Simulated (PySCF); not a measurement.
# C5H7ClSSi: magnetic properties

Aim: compute the magnetic properties of C5H7ClSSi (`C#C/C=C(/Cl)[SiH2]SC`).

Programs: PySCF 2.14.0, with routines of our own; each step states its level. All values are computed. Atoms count from 0.

## (1) The system as given

15 atoms, charge 0, multiplicity 1; geometry from: GFN2-xTB.

## (2) Magnetic properties: GIAO wB97X-D/pcSseg-1

The job: settings as JSON, then the geometry in Å.

```
{"job": {"kind": "mag", "xc": "wB97X-D", "basis": "pcSseg-1", "isotopologues": 2}, "charge": 0, "multiplicity": 1}
C      2.101728    -1.897812     0.122505
C      1.759937    -0.814068     0.514161
C      1.363617     0.438519     1.014447
C      0.610999     1.276687     0.294591
Cl     0.151498     2.797775     0.994186
Si    -0.022857     0.963430    -1.464035
S     -1.201240    -0.828139    -1.494603
C     -2.129628    -0.656754     0.065491
H      2.396101    -2.839486    -0.233676
H      1.696054     0.681829     2.016742
H      1.067935     0.695254    -2.384456
H     -0.863036     2.102533    -1.820008
H     -2.807362    -1.501854     0.119275
H     -1.435905    -0.680909     0.899937
H     -2.692254     0.270984     0.060078
```

With the program's defaults for keys left out, this is: GIAO wB97X-D/pcSseg-1 magnetisability, rotational g tensor and spin-rotation constants, non-relativistic, gas phase.

On the command line:

```sh
OMP_NUM_THREADS=1 python excited_run.py task.json out
```

The driver reads the jobs from task.json and runs them one after another.

Standard output:

```text
coarse grid: 14648 points
cycle   1  E = -1342.2861839339  dE =  1.109e+00  |g| = 4.304e-01  |ddm| = 3.861e+00
cycle   2  E = -1342.3008610837  dE = -1.468e-02  |g| = 4.177e-01  |ddm| = 1.082e+00
cycle   3  E = -1342.3433819936  dE = -4.252e-02  |g| = 8.205e-02  |ddm| = 5.224e-01
cycle   4  E = -1342.3449871420  dE = -1.605e-03  |g| = 3.671e-02  |ddm| = 1.024e-01
cycle   5  E = -1342.3452946584  dE = -3.075e-04  |g| = 1.179e-02  |ddm| = 4.091e-02
cycle   6  E = -1342.3453270665  dE = -3.241e-05  |g| = 4.485e-03  |ddm| = 1.539e-02
cycle   7  E = -1342.3453328406  dE = -5.774e-06  |g| = 9.519e-04  |ddm| = 5.680e-03
final grid: 129064 points
cycle   8  E = -1342.4071157221  dE = -1.792e-04  |g| = 5.739e-03  |ddm| = 6.362e-02
cycle   9  E = -1342.4071193155  dE = -3.593e-06  |g| = 4.227e-03  |ddm| = 1.356e-02
cycle  10  E = -1342.4071227730  dE = -3.457e-06  |g| = 9.704e-04  |ddm| = 4.966e-03
cycle  11  E = -1342.4071229753  dE = -2.023e-07  |g| = 4.958e-04  |ddm| = 1.523e-03
cycle  12  E = -1342.4071230366  dE = -6.129e-08  |g| = 1.228e-04  |ddm| = 5.181e-04
cycle  13  E = -1342.4071230405  dE = -3.871e-09  |g| = 5.459e-05  |ddm| = 1.796e-04
cycle  14  E = -1342.4071230414  dE = -8.511e-10  |g| = 1.702e-05  |ddm| = 7.029e-05
converged SCF energy = -1342.4071230414

Magnetisability tensor (1e-30 J/T^2)
    -1637.13       -6.56       82.59
       -6.56    -1655.26      -18.98
       82.59      -18.98    -1605.27
isotropic -1632.55   principal values   -1706.32  -1657.18  -1534.16
isotropic susceptibility -98.315 1e-6 cm^3/mol

Inertial axes            a          b          c
rot. const./GHz      1.3535     0.9446     0.6983
chi total           -98.799    -95.148   -100.997
chi diamagnetic   -1007.601  -1318.278  -1731.716
chi paramagnetic    908.803   1223.130   1630.719
quadrupole/D A       -5.893      2.508      3.384
g nuclear            0.5651     0.5300     0.5273
g electronic        -0.5779    -0.5428    -0.5350
g total             -0.0128    -0.0128    -0.0077

Spin-rotation constants (kHz, H = +C I.J)
atom  isotope        aa         bb         cc
  4   35Cl        0.238      0.336      0.224
  8     1H       -0.003     -0.069     -0.079
  9     1H       -0.003     -0.058     -0.037
 10     1H       -0.110     -0.059      0.008
 11     1H       -0.107      0.029     -0.059
 12     1H       -0.030     -0.100     -0.045
 13     1H       -0.099     -0.026     -0.064
 14     1H       -0.087     -0.019     -0.077
  0    13C*       0.266      0.264      0.232
  1    13C*       0.119      0.254      0.246
  2    13C*       0.613      0.262      0.156
  3    13C*       0.662      0.309      0.169
  5   29Si*      -0.806     -0.554     -0.442
  6    33S*       0.254      0.183      0.060
  7    13C*       0.183      0.128      0.090
* in the singly substituted isotopologue

Isotopologues: g along a, b, c
2H    at 8,9,10,11,12,1    -0.0114    -0.0120    -0.0073
13C   at 0                 -0.0126    -0.0127    -0.0076
```

Wall time 63 s (1 thread of Intel Xeon Platinum 8488C, shared host); peak memory 0.89 GiB.

Key values:

| quantity | value |
| --- | --- |
| magnetisability | -1633·10⁻³⁰ J/T² |
| molar susceptibility | -98.3·10⁻⁶ cm³/mol |
| rotational g (a, b, c) | -0.0128, -0.0128, -0.0077 |

## (3) Magnetic properties: common gauge origin LC-wPBE/cc-pVDZ

The job, as its differences from that of step 2:

```diff
@@ -1,2 +1,2 @@
-{"job": {"kind": "mag", "xc": "wB97X-D", "basis": "pcSseg-1", "isotopologues": 2}, "charge": 0, "multiplicity": 1}
+{"job": {"kind": "mag", "xc": "LC-wPBE", "basis": "cc-pVDZ", "gauge": [0, 0, 0], "scf": {"guess": "sap"}}, "charge": 0, "multiplicity": 1}
 C      2.101728    -1.897812     0.122505
```

Level: common gauge origin LC-wPBE/cc-pVDZ magnetisability, rotational g tensor and spin-rotation constants, non-relativistic, gas phase.

Standard output:

```text
final grid: 129064 points
cycle   1  E = -1316.4734745657  dE =  1.925e+01  |g| = 7.698e+00  |ddm| = 6.199e+01
cycle   2  E = -1270.8972333187  dE =  4.558e+01  |g| = 1.262e+01  |ddm| = 7.110e+01
cycle   3  E = -1326.3282100837  dE = -5.543e+01  |g| = 4.726e+00  |ddm| = 5.315e+01
cycle   4  E = -1315.8403566745  dE =  1.049e+01  |g| = 6.618e+00  |ddm| = 7.427e+01
cycle   5  E = -1341.4396179758  dE = -2.560e+01  |g| = 1.456e+00  |ddm| = 7.195e+01
cycle   6  E = -1341.8760921971  dE = -4.365e-01  |g| = 7.940e-01  |ddm| = 3.773e+00
cycle   7  E = -1342.0528661250  dE = -1.768e-01  |g| = 2.943e-01  |ddm| = 1.642e+00
cycle   8  E = -1342.0780908698  dE = -2.522e-02  |g| = 8.728e-02  |ddm| = 8.495e-01
cycle   9  E = -1342.0803116622  dE = -2.221e-03  |g| = 3.641e-02  |ddm| = 2.121e-01
cycle  10  E = -1342.0807965204  dE = -4.849e-04  |g| = 1.382e-02  |ddm| = 8.999e-02
cycle  11  E = -1342.0808831329  dE = -8.661e-05  |g| = 2.656e-03  |ddm| = 4.607e-02
cycle  12  E = -1342.0808854368  dE = -2.304e-06  |g| = 1.237e-03  |ddm| = 7.231e-03
cycle  13  E = -1342.0808859922  dE = -5.555e-07  |g| = 4.493e-04  |ddm| = 3.415e-03
cycle  14  E = -1342.0808860941  dE = -1.018e-07  |g| = 1.568e-04  |ddm| = 1.384e-03
cycle  15  E = -1342.0808861212  dE = -2.712e-08  |g| = 5.795e-05  |ddm| = 6.762e-04
cycle  16  E = -1342.0808861245  dE = -3.301e-09  |g| = 2.698e-05  |ddm| = 2.153e-04
cycle  17  E = -1342.0808861252  dE = -7.255e-10  |g| = 1.214e-05  |ddm| = 1.056e-04
converged SCF energy = -1342.0808861252

Magnetisability tensor (1e-30 J/T^2)
   -13179.27      727.07     1725.04
      727.07    -9229.88     2674.20
     1725.04     2674.20   -12742.30
isotropic -11717.15   principal values  -15054.63 -12692.14  -7404.69
isotropic susceptibility -705.623 1e-6 cm^3/mol

Inertial axes            a          b          c
rot. const./GHz      1.3535     0.9446     0.6983
chi total          -446.454   -765.995   -904.420
chi diamagnetic   -1005.265  -1315.469  -1728.708
chi paramagnetic    558.810    549.474    824.288
quadrupole/D A       -5.245      2.353      2.892
g nuclear            0.5651     0.5300     0.5273
g electronic        -0.3553    -0.2438    -0.2704
g total              0.2097     0.2862     0.2569

Spin-rotation constants (kHz, H = +C I.J)
atom  isotope        aa         bb         cc
  4   35Cl        0.198      0.264      0.216
  8     1H        0.279      0.051      0.177
  9     1H       -0.041     -0.166     -0.179
 10     1H        0.046      0.061     -0.322
 11     1H        0.302     -0.338     -0.155
 12     1H        0.084      0.085      0.045
 13     1H       -0.484     -0.456     -0.526
 14     1H        0.051     -0.511     -0.237
  0    13C*       0.242      0.203      0.193
  1    13C*      -0.021      0.105      0.093
  2    13C*       0.434      0.119      0.010
  3    13C*       0.394      0.010     -0.093
  5   29Si*      -0.664     -0.385     -0.305
  6    33S*       0.205      0.166      0.011
  7    13C*       0.088     -0.011      0.008
* in the singly substituted isotopologue
```

Run time: 45 s. Hardware: 1 thread of Intel Xeon Platinum 8488C, shared host; peak memory 0.85 GiB.

A normal end doesn't make this result sound: a common gauge origin replaces GIAOs, so the magnetic properties depend on where the origin lies.

## (4) Summary of results

```
                                              quantity                               value
       magnetisability (step 2, GIAO wB97X-D/pcSseg-1)                    -1633·10⁻³⁰ J/T²
  molar susceptibility (step 2, GIAO wB97X-D/pcSseg-1)                  -98.3·10⁻⁶ cm³/mol
rotational g (a, b, c) (step 2, GIAO wB97X-D/pcSseg-1)           -0.0128, -0.0128, -0.0077
                                                  runs  0 failed, 1 ended on unsound input
```

In words: The values above hold for this geometry and these levels alone. Vibrational averaging and real surroundings are missing from these values.
